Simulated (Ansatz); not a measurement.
# AlInGa2B4P8: the cost of one run

Program: Ansatz 0.2.0. Level of theory: DFT PBE, scalar-relativistic, plane waves, PAW. These are calculated values, not measurements.

## 1. The starting structure

The cell holds 16 atoms (AlB4Ga2InP8): a = 6.936 Å, b = 6.936 Å, c = 6.936 Å, α = 60.00°, β = 60.00°, γ = 60.00°.

The sites of an ideal zinc blende lattice, at a guessed lattice constant, take 4 B, 1 Al, 2 Ga, 1 In; 8 P (sublattices apart by semicolons), with a shake of 0.02 Å. Warren-Cowley parameters of the first shell (negative: unlike neighbours preferred): Al-B +0.00, Al-Ga -0.33, Al-In -0.33, B-Ga -0.33, B-In +0.00, Ga-In -0.33. In a cell this small the draw can fall short of the order aimed at.

Coordinates:

```cif
data_structure
_symmetry_space_group_name_H-M 'P 1'
_symmetry_Int_Tables_number 1
_cell_length_a 6.9361
_cell_length_b 6.9361
_cell_length_c 6.9361
_cell_angle_alpha 60.000
_cell_angle_beta 60.000
_cell_angle_gamma 60.000
_cell_volume 235.96
loop_
_atom_site_label
_atom_site_type_symbol
_atom_site_fract_x
_atom_site_fract_y
_atom_site_fract_z
_atom_site_occupancy
B1 B 0.49325 0.00493 0.00021 1
B2 B 0.00175 0.99788 0.49758 1
B3 B 0.49999 0.49962 0.00424 1
B4 B 0.50261 0.49602 0.50074 1
Al1 Al 0.99641 0.50278 0.49827 1
P1 P 0.87301 0.87187 0.37876 1
P2 P 0.36967 0.87660 0.37719 1
P3 P 0.87477 0.37399 0.37716 1
P4 P 0.87661 0.87215 0.87915 1
P5 P 0.37186 0.38176 0.36887 1
P6 P 0.37988 0.86766 0.87561 1
P7 P 0.87650 0.37521 0.87409 1
P8 P 0.36687 0.38131 0.87628 1
Ga1 Ga 0.00192 0.49612 0.00220 1
Ga2 Ga 0.50579 0.00157 0.49911 1
In1 In 0.99930 0.00509 0.99629 1
```

## 2. Relaxing on a coarse mesh

A cheap relaxation: coarse mesh, no symmetry, loose thresholds.

Input file input.yaml:

```yaml
crystal:
  lattice:
    - [-4.90459054, 4.90459054, 0.0]
    - [-4.90459054, 0.0, 4.90459054]
    - [0.0, 4.90459054, 4.90459054]
  atoms:
    - { symbol: B, position: [0.4932522642, 0.0049300782, 0.0002076623] }
    - { symbol: B, position: [0.001746298, 0.9978790765, 0.4975811416] }
    - { symbol: B, position: [0.4999902069, 0.4996228446, 0.004237449] }
    - { symbol: B, position: [0.5026066953, 0.4960214751, 0.5007439729] }
    - { symbol: Al, position: [0.9964138498, 0.502781461, 0.4982724349] }
    - { symbol: P, position: [0.873008871, 0.8718701664, 0.3787648518] }
    - { symbol: P, position: [0.3696717645, 0.8765955674, 0.3771921118] }
    - { symbol: P, position: [0.8747722197, 0.3739884107, 0.377157651] }
    - { symbol: P, position: [0.8766086914, 0.87215363, 0.8791495308] }
    - { symbol: P, position: [0.3718581825, 0.3817632087, 0.3688716542] }
    - { symbol: P, position: [0.3798837394, 0.8676614675, 0.8756127858] }
    - { symbol: P, position: [0.8765041059, 0.3752124534, 0.8740856966] }
    - { symbol: P, position: [0.3668651798, 0.381307768, 0.8762788949] }
    - { symbol: Ga, position: [0.001919301, 0.496118285, 0.0021955667] }
    - { symbol: Ga, position: [0.5057943272, 0.0015722713, 0.499114355] }
    - { symbol: In, position: [0.9993007082, 0.0050947223, 0.9962921713] }
  symmetry: { detect: false }
basis:
  ecutwfc: 420
kpoints:
  mp_grid: { grid: [2, 2, 2], shift: [0.5, 0.5, 0.5] }
hamiltonian:
  xc: pbe
scf:
  occupations: { method: gaussian, width: 0.1 }
  lower_state_search: "off"
output:
  forces: true
  stress: true
  eigenvalues: true
relax:
  adjacent_minimum: "off"
  f_tol: 0.04
  max_steps: 50
  cell: { stress_tol: 0.3 }
```

Run with:

```bash
ansatz run input.yaml --threads 4 --pin off --max-ram 9216MiB --backend cpu --events-out ev --progress --plain --runs-dir out
```

Q: Estimate wall time and peak memory on 4 threads of Intel Xeon 6975P-C (Granite Rapids), shared host.

About 12 s, with a peak of 0.77 GiB.
